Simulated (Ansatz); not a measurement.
# CuN: the cost of one run

Method: def2-TZVPP, core rule «outside noble gas», up to 10 orbitals frozen; program: Ansatz 0.2.0, Gaussian basis.

Plan: UHF; ROHF; CCSD(T) on UHF.

2 further runs of the same task are left out: 2 set aside as unsound or not needed.

## (1) The geometry

The geometry is a PBE0/def2-TZVP stationary point (not a proven minimum).

2 atoms, charge 0, spin multiplicity 3.

Atoms are counted from 1 here; the program's logs count them from 0.

Bond lengths: Cu1–N2 1.810 Å.

## (2) UHF

in.yaml

```yaml
crystal:
  periodic: [false, false, false]
  atoms:
    - {symbol: Cu, position_ang: [0.000000, 0.000000, 0.000000]}
    - {symbol: N, position_ang: [0.000000, 0.000000, 1.810200]}
basis:
  gaussian: {orbitals: def2-TZVPP}
magnetization: {spin_polarized: true, initial_magnetization: 2}
hamiltonian: {xc: hf}
output: {orbitals: {seedname: orbitals}}
```

Started as:

```console
$ ansatz run in.yaml --threads 1 --pin off --events-out ev --progress --plain --max-ram 4096MiB --backend cpu
```

What time and memory should one allow on 1 thread of AMD EPYC 7R13, shared host?

About 13 s, with a peak of 0.27 GiB.
